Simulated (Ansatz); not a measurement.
# ClFH3NSn: one species, many methods

One table from this session's results is given with a row withheld; the runs are named, their logs left out.

Computed with Ansatz 0.2.0, Gaussian basis. Level: functionals in def2-TZVPP, the program's frozen cores in correlated methods.

Plan: LDA (SPW92), PBE-D4, revPBE-D4, BLYP-D4, r2SCAN-D4, B97M-V, PBE0-D4, B3LYP-D4, r2SCANh-D4, r2SCAN0-D4, HSE06-D4, BHLYP-D4, CAM-B3LYP-D4, LC-ωPBE, ωB97X-V, ωB97M-V, B2PLYP, PBE-QIDH; CCSD(T)/def2-SVP; CCSD(T)/def2-TZVPP; MP2/def2-QZVPP; extrapolation to the limit; RPA on PBE.

## The relaxed structure

All runs share one geometry, relaxed beforehand with PBE0-D4 in a triple-zeta def2 set. Sn takes the def2 core potential; no spin-orbit term is included.

7 atoms, charge 0, spin multiplicity 1.

Atoms are counted from 1 here; the program's logs count them from 0.

Bond lengths: N1–Sn2 1.996 Å, N1–H5 1.013 Å, N1–H6 1.012 Å, Sn2–F3 1.920 Å, Sn2–Cl4 2.306 Å, Sn2–H7 1.691 Å. Angles: Sn2–N1–H5 112.3°, Sn2–N1–H6 113.8°, H5–N1–H6 108.3°, N1–Sn2–F3 110.0°, N1–Sn2–Cl4 106.1°, N1–Sn2–H7 116.5°, F3–Sn2–Cl4 105.4°, F3–Sn2–H7 106.0°, Cl4–Sn2–H7 112.5°.

Set-up of the first run:

in.yaml

```yaml
crystal:
  periodic: [false, false, false]
  atoms:
    - {symbol: N, position_ang: [-0.648091, 1.112535, 0.294321]}
    - {symbol: Sn, position_ang: [0.507402, -0.500788, 0.079690]}
    - {symbol: F, position_ang: [0.969555, -0.735406, -1.768897]}
    - {symbol: Cl, position_ang: [-0.817604, -2.310747, 0.612487]}
    - {symbol: H, position_ang: [-1.606334, 0.939301, 0.016967]}
    - {symbol: H, position_ang: [-0.313535, 1.925280, -0.208342]}
    - {symbol: H, position_ang: [1.969807, -0.498174, 0.927974]}
basis:
  gaussian: {orbitals: def2-TZVPP}
hamiltonian: {xc: lda}
output: {orbitals: {seedname: orbitals}}
```

Among the steps run: LDA; PBE-D4 (GGA); revPBE-D4 (GGA); BLYP-D4 (GGA); r2SCAN-D4 (meta-GGA); B97M-V (meta-GGA); PBE0-D4 (hybrid); B3LYP-D4 (hybrid); r2SCANh-D4 (hybrid); r2SCAN0-D4 (hybrid); HSE06-D4 (hybrid); BHLYP-D4 (hybrid); CAM-B3LYP-D4 (range-separated); LC-ωPBE-D4 (range-separated; the results give it without D4); ωB97X-V (range-separated); ωB97M-V (range-separated); B2PLYP (double hybrid); PBE-QIDH (double hybrid).

One table of the session follows, with a row left open; its other results are not shown here.

It belongs to the step «Orbital energies across the functionals». 

| functional | HOMO (eV) | gap (eV) |
| --- | --- | --- |
| LDA (SPW92) | -7.01 | 4.51 |
| PBE-D4 | -6.82 | 4.60 |
| revPBE-D4 | -6.76 | 4.63 |
| BLYP-D4 | -6.70 | 4.49 |
| r2SCAN-D4 | -7.16 | 5.21 |
| B97M-V | -7.24 | 5.27 |
| PBE0-D4 | -8.32 | 7.07 |
| B3LYP-D4 | -8.06 | 6.45 |
| r2SCANh-D4 | -7.72 | 6.12 |
| r2SCAN0-D4 | -8.56 | 7.48 |
| HSE06-D4 | ? | ? |
| BHLYP-D4 | -9.72 | 9.42 |
| CAM-B3LYP-D4 | -9.77 | 9.51 |
| LC-ωPBE | -11.20 | 12.27 |
| ωB97X-V | -10.81 | 11.72 |
| ωB97M-V | -10.71 | 11.42 |

Q: Estimate the row for HSE06-D4 from the others.

The run gave: HOMO (eV): -7.91; gap (eV): 6.29. In the column «HOMO (eV)» it lies between B3LYP-D4 (-8.06) and r2SCANh-D4 (-7.72).
